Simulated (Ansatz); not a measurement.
## CH3BO2, SMILES BC(=O)O: a rigid scan of one bond length

Run with Ansatz 0.2.0, Python API.

`ch3bo2.xyz`
```text
7

B    -0.61070    0.89980   -0.18460
C     0.05340   -0.43940   -0.11180
O    -0.38000   -1.39670   -0.82970
O     1.21500   -0.59140    0.74060
H    -1.57880    1.08600   -0.93840
H    -0.28230    1.86480    0.46250
H     1.64450   -1.49120    0.81570
```

The script, `ch3bo2_scan.py`:
```python
# -*- coding: utf-8 -*-
"""Stretching a bond of CH3BO2, the rest held rigid."""

import warnings

import ansatz as az
import numpy as np


def main():
    warnings.simplefilter("ignore", az.DeckWarning)

    ch3bo2 = az.Crystal.molecule_from_extxyz("ch3bo2.xyz")

    symbols = [site.symbol for site in ch3bo2.cartesian_sites]
    start = np.array([site.position_ang for site in ch3bo2.cartesian_sites])
    axis = (start[6] - start[3]) / np.linalg.norm(start[6] - start[3])
    moving = [6]
    lengths, energies = [0.88, 0.92, 0.96, 1.0, 1.04, 1.08, 1.12, 1.18], []
    for length in lengths:
        xyz = start.copy()
        xyz[moving] += (length - np.linalg.norm(start[6] - start[3])) * axis
        point = az.Crystal.molecule()
        for symbol, place in zip(symbols, xyz):
            point = point.atom(symbol, place.tolist())
        base = (
            point.calculation()
            .basis(gaussian="def2-SVP")
            .functional("PBE")
        )
        report = base.run(threads=1, backend="cpu").report
        energies.append(report["free_energy_ev"])
        print(f"r = {length:6.3f} A  E = {energies[-1]:.5f} eV  <S^2> = {abs(report['mean_field']['state']['spin_squared']):.3f}")

    # quartic fit about the minimum
    fit = np.polynomial.Polynomial.fit(lengths, np.array(energies) - min(energies), 4).convert()
    roots = [r.real for r in fit.deriv().roots() if abs(r.imag) < 1e-9 and fit.deriv(2)(r.real) > 0]
    r_e = min(roots, key=lambda r: abs(r - lengths[int(np.argmin(energies))]))
    print(f"minimum of the fit at {r_e:.4f} A, force constant {fit.deriv(2)(r_e):.2f} eV/A^2")


if __name__ == "__main__":
    main()
```

```console
$ python ch3bo2_scan.py
r =  0.880 A  E = -5843.35375 eV  <S^2> = 0.000
r =  0.920 A  E = -5843.55399 eV  <S^2> = 0.000
r =  0.960 A  E = -5843.64036 eV  <S^2> = 0.000
r =  1.000 A  E = -5843.64036 eV  <S^2> = 0.000
r =  1.040 A  E = -5843.57535 eV  <S^2> = 0.000
r =  1.080 A  E = -5843.46192 eV  <S^2> = 0.000
r =  1.120 A  E = -5843.31298 eV  <S^2> = 0.000
r =  1.180 A  E = -5843.04437 eV  <S^2> = 0.000
minimum of the fit at 0.9795 A, force constant 47.27 eV/A^2
```

Caveats:
- Total energies depend on the basis set; only differences at equal settings carry meaning.
- The rest of the molecule is held rigid at a force-field or estimated start geometry, and the basis set is modest; single-reference methods fail as a bond breaks.
- The orbitals are restricted, so S² is zero by construction.
- Hardware and time: 7.3 s on 1 thread of AMD EPYC 7B13 (Zen 3) (shared host), peak memory 0.17 GiB.
